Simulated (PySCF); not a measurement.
**ClGeH₄P: NMR shifts at several levels of theory**

Aim: compute the NMR shifts of ClGeH₄P (`[PH2][GeH2][Cl]`) at several levels, and see how far they spread and what each costs.

Programs: PySCF 2.14.0, with density-fitted response routines of our own. Each step states its level of theory. These are calculated values for one molecule in the gas phase, unless marked as measured. Atoms are numbered from 0 throughout.

## (1) The starting structure

7 atoms, charge 0, multiplicity 1; geometry from: PBE0-D3(BJ)/def2-SVP.

Bonds of the start (Å): P0–Ge1 2.31, Ge1–Cl2 2.17, P0–H3 1.43, P0–H4 1.43, Ge1–H5 1.54, Ge1–H6 1.54.

## (2) Shielding tensors: HF/pcSseg-2

What the job is given:

```
{"job": {"kind": "nmr", "xc": "HF", "basis": "pcSseg-2", "pop": false}, "charge": 0, "multiplicity": 1}
P      1.241866    -0.344972     0.075690
Ge    -1.058211    -0.173370    -0.090018
Cl    -1.662288     1.798876    -0.765353
H      1.452567     0.201486    -1.226798
H      1.366723     0.920672     0.725326
H     -1.590483    -1.180894    -1.121720
H     -1.709521    -0.381448     1.286419
```

Method: GIAO HF/pcSseg-2 NMR shielding, non-relativistic, gas phase.

Command:

```console
OMP_NUM_THREADS=1 python probes_run.py task.json out
```

One launch serves the whole session: the jobs run in the order shown.

Standard output:

```text
final grid: 58200 points
cycle   1  E = -2877.9703972759  dE = -8.125e-01  |g| = 6.761e-01  |ddm| = 1.838e+00
cycle   2  E = -2878.0166359575  dE = -4.624e-02  |g| = 4.982e-01  |ddm| = 5.052e-01
cycle   3  E = -2878.0350076505  dE = -1.837e-02  |g| = 5.407e-02  |ddm| = 1.680e-01
cycle   4  E = -2878.0361869404  dE = -1.179e-03  |g| = 1.928e-02  |ddm| = 7.487e-02
cycle   5  E = -2878.0363648924  dE = -1.780e-04  |g| = 5.623e-03  |ddm| = 2.782e-02
cycle   6  E = -2878.0363898168  dE = -2.492e-05  |g| = 1.381e-03  |ddm| = 1.265e-02
cycle   7  E = -2878.0363917530  dE = -1.936e-06  |g| = 3.441e-04  |ddm| = 3.849e-03
cycle   8  E = -2878.0363918628  dE = -1.098e-07  |g| = 8.306e-05  |ddm| = 9.611e-04
cycle   9  E = -2878.0363918678  dE = -5.035e-09  |g| = 2.729e-05  |ddm| = 1.668e-04
cycle  10  E = -2878.0363918685  dE = -6.935e-10  |g| = 7.577e-06  |ddm| = 6.643e-05
converged SCF energy = -2878.0363918685

GIAO shielding tensors (ppm)
atom      isotropic    diamagn.    paramagn.     s11        s22        s33       span
  0 P      572.068     963.411    -391.343    561.374    572.962    581.868     20.493
  1 Ge    1530.823    2754.996   -1224.173   1369.274   1555.177   1668.017    298.743
  2 Cl    1026.956    1148.483    -121.527    991.177   1006.364   1083.328     92.150
  3 H       29.563      29.440       0.123     24.624     27.450     36.614     11.990
  4 H       29.565      29.527       0.038     24.559     27.544     36.592     12.033
  5 H       26.671      28.720      -2.050     19.758     22.342     37.912     18.153
  6 H       26.673      28.819      -2.146     19.685     22.401     37.932     18.247
```

It took 20 s on 1 thread of Arm Neoverse N1, shared host; peak memory 0.88 GiB.

Shifts follow as δ = σ(reference) − σ, with reference shieldings (ppm) from runs at the same level and on the same kind of geometry: 1H TMS 31.68, 31P H3PO4 344.0, 73Ge GeMe4 1493, 35Cl HCl 945. The references are single molecules in the gas phase, so shifts against H2O, NH3, PH3, H3PO4 or CFCl3 are not on the usual liquid scales and can be off by tens of ppm. Atoms listed in one row are averaged.

```csv
atoms,environment,σ (ppm),δ (ppm)
"H5, H6","hydrogen on a germanium bonded to Cl, P",26.67,5.01
"H3, H4",hydrogen on a phosphorus bonded to Ge,29.56,2.12
P0,"phosphorus bonded to Ge, 2 H",572.1,-228.1
Ge1,"germanium bonded to Cl, P, 2 H",1531,-38
Cl2,chlorine bonded to Ge,1027,-82
```

## (3) Shielding tensors: LDA/pcSseg-2

The job, as its differences from that of step 2:

```diff
@@ -1,2 +1,2 @@
-{"job": {"kind": "nmr", "xc": "HF", "basis": "pcSseg-2", "pop": false}, "charge": 0, "multiplicity": 1}
+{"job": {"kind": "nmr", "xc": "LDA", "basis": "pcSseg-2", "pop": false}, "charge": 0, "multiplicity": 1}
 P      1.241866    -0.344972     0.075690
```

Level: GIAO LDA/pcSseg-2 NMR shielding, non-relativistic, gas phase.

Standard output:

```text
coarse grid: 30032 points
cycle   1  E = -2875.0882400174  dE = -6.373e-01  |g| = 1.406e+00  |ddm| = 1.915e+00
cycle   2  E = -2874.8903532871  dE =  1.979e-01  |g| = 1.997e+00  |ddm| = 1.067e+00
cycle   3  E = -2875.1780672601  dE = -2.877e-01  |g| = 2.455e-01  |ddm| = 8.705e-01
cycle   4  E = -2875.1867476359  dE = -8.680e-03  |g| = 1.155e-01  |ddm| = 3.022e-01
cycle   5  E = -2875.1907677162  dE = -4.020e-03  |g| = 8.961e-03  |ddm| = 1.197e-01
cycle   6  E = -2875.1907832207  dE = -1.550e-05  |g| = 2.982e-03  |ddm| = 9.331e-03
cycle   7  E = -2875.1907851096  dE = -1.889e-06  |g| = 1.129e-03  |ddm| = 3.894e-03
final grid: 58200 points
cycle   8  E = -2875.1907492131  dE =  7.233e-07  |g| = 2.012e-03  |ddm| = 3.420e-03
cycle   9  E = -2875.1907465486  dE =  2.664e-06  |g| = 3.715e-03  |ddm| = 6.145e-03
cycle  10  E = -2875.1907503535  dE = -3.805e-06  |g| = 1.948e-04  |ddm| = 3.966e-03
cycle  11  E = -2875.1907503581  dE = -4.614e-09  |g| = 2.460e-05  |ddm| = 1.044e-04
cycle  12  E = -2875.1907503582  dE = -7.458e-11  |g| = 6.495e-06  |ddm| = 1.962e-05
converged SCF energy = -2875.1907503582

GIAO shielding tensors (ppm)
atom      isotropic    diamagn.    paramagn.     s11        s22        s33       span
  0 P      505.495     966.132    -460.637    464.466    499.478    552.541     88.075
  1 Ge    1236.058    2756.652   -1520.594    985.616   1249.129   1473.428    487.812
  2 Cl     890.185    1148.009    -257.824    795.825    854.218   1020.511    224.686
  3 H       28.231      28.230       0.001     23.524     26.405     34.763     11.239
  4 H       28.254      28.311      -0.057     23.480     26.506     34.776     11.296
  5 H       24.615      27.182      -2.567     17.608     20.568     35.670     18.061
  6 H       24.618      27.265      -2.647     17.522     20.635     35.697     18.175
```

Run time: 29 s. Hardware: 1 thread of Arm Neoverse N1, shared host; peak memory 0.88 GiB.

Key values: δ P0 -246.4, Ge1 -8, Cl2 52, H5 6.15, H3 2.53 ppm (means over like atoms).

## (4) Shielding tensors: PBE/pcSseg-2

The job, as its differences from that of step 3:

```diff
@@ -1,2 +1,2 @@
-{"job": {"kind": "nmr", "xc": "LDA", "basis": "pcSseg-2", "pop": false}, "charge": 0, "multiplicity": 1}
+{"job": {"kind": "nmr", "xc": "PBE", "basis": "pcSseg-2", "pop": false}, "charge": 0, "multiplicity": 1}
 P      1.241866    -0.344972     0.075690
```

Method: GIAO PBE/pcSseg-2 NMR shielding, non-relativistic, gas phase.

Standard output:

```text
coarse grid: 30032 points
cycle   1  E = -2880.3301877932  dE = -6.278e-01  |g| = 1.311e+00  |ddm| = 1.928e+00
cycle   2  E = -2880.1439992186  dE =  1.862e-01  |g| = 1.874e+00  |ddm| = 1.069e+00
cycle   3  E = -2880.4161382438  dE = -2.721e-01  |g| = 2.140e-01  |ddm| = 8.538e-01
cycle   4  E = -2880.4230548365  dE = -6.917e-03  |g| = 1.030e-01  |ddm| = 2.722e-01
cycle   5  E = -2880.4262496761  dE = -3.195e-03  |g| = 6.979e-03  |ddm| = 1.056e-01
cycle   6  E = -2880.4262586140  dE = -8.938e-06  |g| = 2.242e-03  |ddm| = 7.063e-03
final grid: 58200 points
cycle   7  E = -2880.4262226854  dE =  8.849e-07  |g| = 3.039e-03  |ddm| = 5.013e-03
cycle   8  E = -2880.4262195337  dE =  3.152e-06  |g| = 4.839e-03  |ddm| = 7.128e-03
cycle   9  E = -2880.4262247971  dE = -5.263e-06  |g| = 5.567e-04  |ddm| = 4.564e-03
cycle  10  E = -2880.4262248497  dE = -5.255e-08  |g| = 5.582e-05  |ddm| = 4.676e-04
cycle  11  E = -2880.4262248504  dE = -7.103e-10  |g| = 1.898e-05  |ddm| = 5.724e-05
converged SCF energy = -2880.4262248504

GIAO shielding tensors (ppm)
atom      isotropic    diamagn.    paramagn.     s11        s22        s33       span
  0 P      516.961     965.812    -448.851    490.691    507.336    552.855     62.165
  1 Ge    1289.687    2756.354   -1466.667   1061.846   1307.039   1500.176    438.330
  2 Cl     904.963    1148.322    -243.359    819.441    869.570   1025.877    206.436
  3 H       28.815      28.866      -0.051     24.208     27.009     35.227     11.019
  4 H       28.833      28.959      -0.126     24.158     27.107     35.233     11.074
  5 H       25.359      27.994      -2.635     18.407     21.299     36.371     17.965
  6 H       25.361      28.085      -2.724     18.323     21.364     36.396     18.073
```

It took 33 s on 1 thread of Arm Neoverse N1, shared host; peak memory 0.89 GiB.

Key values: δ P0 -235.2, Ge1 -20, Cl2 29, H5 5.82, H3 2.35 ppm (means over like atoms).

## (5) Nuclear shieldings: BLYP/pcSseg-2

The job, as its differences from that of step 4:

```diff
@@ -1,2 +1,2 @@
-{"job": {"kind": "nmr", "xc": "PBE", "basis": "pcSseg-2", "pop": false}, "charge": 0, "multiplicity": 1}
+{"job": {"kind": "nmr", "xc": "BLYP", "basis": "pcSseg-2", "pop": false}, "charge": 0, "multiplicity": 1}
 P      1.241866    -0.344972     0.075690
```

Method: GIAO BLYP/pcSseg-2 NMR shielding, non-relativistic, gas phase.

Standard output:

```text
coarse grid: 30032 points
cycle   1  E = -2881.0393914982  dE = -6.177e-01  |g| = 1.341e+00  |ddm| = 1.917e+00
cycle   2  E = -2880.8218870485  dE =  2.175e-01  |g| = 1.968e+00  |ddm| = 1.146e+00
cycle   3  E = -2881.1321323697  dE = -3.102e-01  |g| = 2.200e-01  |ddm| = 9.261e-01
cycle   4  E = -2881.1399886343  dE = -7.856e-03  |g| = 1.077e-01  |ddm| = 2.878e-01
cycle   5  E = -2881.1434349251  dE = -3.446e-03  |g| = 7.886e-03  |ddm| = 1.088e-01
cycle   6  E = -2881.1434446843  dE = -9.759e-06  |g| = 3.159e-03  |ddm| = 8.477e-03
final grid: 58200 points
cycle   7  E = -2881.1434147651  dE =  3.794e-06  |g| = 4.958e-03  |ddm| = 8.515e-03
cycle   8  E = -2881.1434018763  dE =  1.289e-05  |g| = 8.794e-03  |ddm| = 1.394e-02
cycle   9  E = -2881.1434211975  dE = -1.932e-05  |g| = 7.464e-04  |ddm| = 8.853e-03
cycle  10  E = -2881.1434212661  dE = -6.862e-08  |g| = 8.741e-05  |ddm| = 4.557e-04
cycle  11  E = -2881.1434212677  dE = -1.593e-09  |g| = 2.285e-05  |ddm| = 8.496e-05
cycle  12  E = -2881.1434212678  dE = -1.264e-10  |g| = 2.787e-06  |ddm| = 2.076e-05
converged SCF energy = -2881.1434212678

GIAO shielding tensors (ppm)
atom      isotropic    diamagn.    paramagn.     s11        s22        s33       span
  0 P      486.691     965.746    -479.056    454.576    476.683    528.812     74.236
  1 Ge    1256.899    2755.666   -1498.767   1024.477   1280.129   1466.093    441.616
  2 Cl     887.656    1148.779    -261.123    792.924    850.992   1019.051    226.127
  3 H       29.047      29.227      -0.180     24.671     27.367     35.104     10.433
  4 H       29.065      29.317      -0.252     24.620     27.466     35.109     10.489
  5 H       25.608      28.076      -2.468     18.688     21.604     36.531     17.843
  6 H       25.610      28.163      -2.553     18.604     21.671     36.555     17.951
```

It took 34 s on 1 thread of Arm Neoverse N1, shared host; peak memory 0.89 GiB.

In short: δ P0 -215.4, Ge1 -20, Cl2 33, H5 5.77, H3 2.32 ppm (means over like atoms).

## (6) NMR shieldings: BP86/pcSseg-2

The job, as its differences from that of step 5:

```diff
@@ -1,2 +1,2 @@
-{"job": {"kind": "nmr", "xc": "BLYP", "basis": "pcSseg-2", "pop": false}, "charge": 0, "multiplicity": 1}
+{"job": {"kind": "nmr", "xc": "BP86", "basis": "pcSseg-2", "pop": false}, "charge": 0, "multiplicity": 1}
 P      1.241866    -0.344972     0.075690
```

Method: GIAO BP86/pcSseg-2 NMR shielding, non-relativistic, gas phase.

Standard output:

```text
coarse grid: 30032 points
cycle   1  E = -2881.3534026759  dE = -6.245e-01  |g| = 1.306e+00  |ddm| = 1.919e+00
cycle   2  E = -2881.1642221349  dE =  1.892e-01  |g| = 1.880e+00  |ddm| = 1.066e+00
cycle   3  E = -2881.4388589877  dE = -2.746e-01  |g| = 2.140e-01  |ddm| = 8.567e-01
cycle   4  E = -2881.4458809374  dE = -7.022e-03  |g| = 1.033e-01  |ddm| = 2.719e-01
cycle   5  E = -2881.4490898144  dE = -3.209e-03  |g| = 6.887e-03  |ddm| = 1.050e-01
cycle   6  E = -2881.4490981568  dE = -8.342e-06  |g| = 2.358e-03  |ddm| = 6.935e-03
final grid: 58200 points
cycle   7  E = -2881.4490712123  dE =  1.080e-06  |g| = 3.207e-03  |ddm| = 5.157e-03
cycle   8  E = -2881.4490677918  dE =  3.420e-06  |g| = 5.144e-03  |ddm| = 7.425e-03
cycle   9  E = -2881.4490735979  dE = -5.806e-06  |g| = 5.800e-04  |ddm| = 4.759e-03
cycle  10  E = -2881.4490736543  dE = -5.639e-08  |g| = 5.753e-05  |ddm| = 4.830e-04
cycle  11  E = -2881.4490736551  dE = -7.617e-10  |g| = 1.968e-05  |ddm| = 5.899e-05
converged SCF energy = -2881.4490736551

GIAO shielding tensors (ppm)
atom      isotropic    diamagn.    paramagn.     s11        s22        s33       span
  0 P      510.276     965.988    -455.711    483.914    500.501    546.415     62.501
  1 Ge    1275.889    2756.641   -1480.751   1044.841   1294.959   1487.869    443.028
  2 Cl     903.049    1148.460    -245.411    816.970    867.284   1024.893    207.923
  3 H       28.858      28.930      -0.072     24.293     27.079     35.202     10.909
  4 H       28.876      29.028      -0.152     24.243     27.177     35.207     10.964
  5 H       25.380      27.957      -2.577     18.441     21.334     36.365     17.924
  6 H       25.382      28.047      -2.664     18.358     21.398     36.391     18.033
```

Wall time 32 s (1 thread of Arm Neoverse N1, shared host); peak memory 0.89 GiB.

This run: δ P0 -230.0, Ge1 -17, Cl2 27, H5 5.85, H3 2.37 ppm (means over like atoms).

[end of part 1 of 2]
